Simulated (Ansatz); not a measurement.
# MnGe: the cost of one run

Program: Ansatz 0.2.0 through its Python package. Level of theory: DFT PBEsol, plane waves, PAW. These are calculated values, not measurements.

**1. The system**

The structure is cubic, space group P2_13 (No. 198). The conventional cell has a = 4.725 Å, b = 4.725 Å, c = 4.725 Å, α = 90.00°, β = 90.00°, γ = 90.00°. Around Mn (site symmetry 3) lie 7 Ge at 2.41 to 2.65 Å. Ge (site symmetry 3) has 7 Mn at 2.41 to 2.65 Å as nearest neighbours.

No structure file is read: the coordinates are typed or built in the script.

**2. The script**

run_vcrelax.py

```python
"""Relax cell and ions of MnGe."""

import logging
import sys

import ansatz as az
from ase import Atoms
from ase.data import atomic_numbers
from ase.io import write
from ase.neighborlist import neighbor_list
import matplotlib.pyplot as plt
import numpy as np
import spglib

logging.basicConfig(stream=sys.stdout, format="%(levelname)s:%(name)s:%(message)s")
logger = logging.getLogger("mnge")
logger.setLevel(logging.INFO)

def edges_and_angles(cell):
    cell = np.asarray(cell)
    a, b, c = np.linalg.norm(cell, axis=1)
    cosines = cell[1] @ cell[2] / (b * c), cell[0] @ cell[2] / (a * c), cell[0] @ cell[1] / (a * b)
    return (a, b, c, *np.degrees(np.arccos(cosines)))

lattice = az.Lattice.of(
    (4.725, 0.0, 0.0),
    (0.0, 4.725, 0.0),
    (0.0, 0.0, 4.725),
)
sites = [
    ("Mn", (0.63711, 0.13711, 0.36289), 4),
    ("Mn", (0.13711, 0.36289, 0.63711), -4),
    ("Mn", (0.36289, 0.63711, 0.13711), 4),
    ("Mn", (0.86289, 0.86289, 0.86289), -4),
    ("Ge", (0.34236, 0.84236, 0.65764), 0.0),
    ("Ge", (0.84236, 0.65764, 0.34236), 0.0),
    ("Ge", (0.65764, 0.34236, 0.84236), 0.0),
    ("Ge", (0.15764, 0.15764, 0.15764), 0.0),
]
cell = az.Crystal(lattice=lattice)
for symbol, position, moment in sites:
    cell = cell.atom(symbol, position, moment=moment or None)

# shape and ions at fixed volume
setup = (
    cell.calculation()
    .kpoints(spacing=0.22)
    .functional("pbesol")
    .spin("collinear")
    .occupations("gaussian")
    .relax(force_tolerance=0.01, max_steps=40, fix_cell=["volume"], stress_tolerance=0.1)
)
steps = []


def follow(event):
    if event["event"] != "relax_step":
        return
    row = event["data"]
    steps.append(row)
    logger.info(f"step {row['step']:3d}  E = {row['lagrangian_ev']:.5f} eV  largest force component = {row['allowed_force_max_ev_ang']:.4f} eV/A  P = {row['pressure_gpa']:.3f} GPa")


out = setup.session().plan(threads=1).execute(on_event=follow)
report = out.report

first, last = steps[0], steps[-1]
symbols = [site.symbol for site in out.lattice.sites]
logger.info(f"energy gained {first['lagrangian_ev'] - last['lagrangian_ev']:.4f} eV in {len(steps) - 1} steps")
for label, vectors in (("before", first["cell_ang"]), ("after", out.lattice.cell_ang)):
    print(label, "a b c (A) {:.4f} {:.4f} {:.4f}  angles {:.2f} {:.2f} {:.2f}".format(*edges_and_angles(vectors)), f" V = {abs(np.linalg.det(vectors)):.3f} A^3")
print("final stress xx yy zz (GPa, compression positive):", np.round(np.diag(report["stress_gpa"]), 3) + 0.0)

fig, (top, bottom) = plt.subplots(2, 1, sharex=True, figsize=(4.5, 4))
top.plot([s["lagrangian_ev"] - last["lagrangian_ev"] for s in steps], "o-")
top.set_ylabel("E - E(final) (eV)")
bottom.semilogy([max(s["allowed_force_max_ev_ang"], 1e-6) for s in steps], "s-")
bottom.set(xlabel="step", ylabel="largest force (eV/A)")
fig.tight_layout()
fig.savefig("relax.png", dpi=100)

fractions = [site.position_frac for site in out.lattice.sites]
numbers = [atomic_numbers[s] for s in symbols]
for tolerance in (1e-3, 1e-2, 1e-1):
    print(f"space group at {tolerance} A:", spglib.get_spacegroup((out.lattice.cell_ang, fractions, numbers), symprec=tolerance))

final = Atoms(symbols, positions=last["positions_ang"], cell=out.lattice.cell_ang, pbc=True)
i, j, d = neighbor_list("ijd", final, 4.5)
logger.info("neighbours within 1.15 times the shortest distance of each atom (A)")
for atom in range(len(final)):
    near = [m for m in np.argsort(d) if i[m] == atom]
    shell = [m for m in near if d[m] < 1.15 * d[near[0]]]
    print(f"{symbols[atom]}{atom} ({len(shell)}):", ", ".join(f"{symbols[j[m]]} {d[m]:.3f}" for m in shell))

relaxed = Atoms(symbols, positions=[site.position_ang for site in out.lattice.sites], cell=out.lattice.cell_ang, pbc=True)
write("relaxed.cif", relaxed, format="cif")

energy = report["free_energy_ev"]
logger.info("F of the MnGe cell: {:.6f} eV = {:.6f} Ry = {:.6f} Ha".format(energy, energy / 13.605693, energy / 27.211386))
logger.info("Fermi level {:.4f} eV, {} k-points, {} symmetry operations".format(report["fermi_energy_ev"], report["n_kpoints"], report["n_symmetry_ops"]))

logger.info("energy terms (eV)")
for term, value in report["components"].items():
    if abs(value) > 1e-9:
        logger.info(f"  {term:26s} {value:16.5f}")
```

**3. The input behind the calls**

The package turns the script's settings into the engine's input:

```yaml
crystal:
  lattice:
    - [4.725, 0.0, 0.0]
    - [0.0, 4.725, 0.0]
    - [0.0, 0.0, 4.725]
  atoms:
    - { symbol: Mn, position: [0.63711, 0.13711, 0.36289], spin: 4.0 }
    - { symbol: Mn, position: [0.13711, 0.36289, 0.63711], spin: -4.0 }
    - { symbol: Mn, position: [0.36289, 0.63711, 0.13711], spin: 4.0 }
    - { symbol: Mn, position: [0.86289, 0.86289, 0.86289], spin: -4.0 }
    - { symbol: Ge, position: [0.34236, 0.84236, 0.65764] }
    - { symbol: Ge, position: [0.84236, 0.65764, 0.34236] }
    - { symbol: Ge, position: [0.65764, 0.34236, 0.84236] }
    - { symbol: Ge, position: [0.15764, 0.15764, 0.15764] }
kpoints:
  mp_grid:
    kspacing: 0.22
hamiltonian:
  xc: pbesol
magnetization:
  spin_polarized: true
scf:
  occupations:
    method: gaussian
relax:
  f_tol: 0.01
  max_steps: 40
  cell:
    stress_tol: 0.1
    fix: [volume]
```

**4. Launch**

Started as:

```bash
> python run_vcrelax.py
```

Q: Estimate wall time and peak memory on 1 thread of Arm Neoverse V1, shared host.

About 19 min, with a peak of 1.5 GiB.
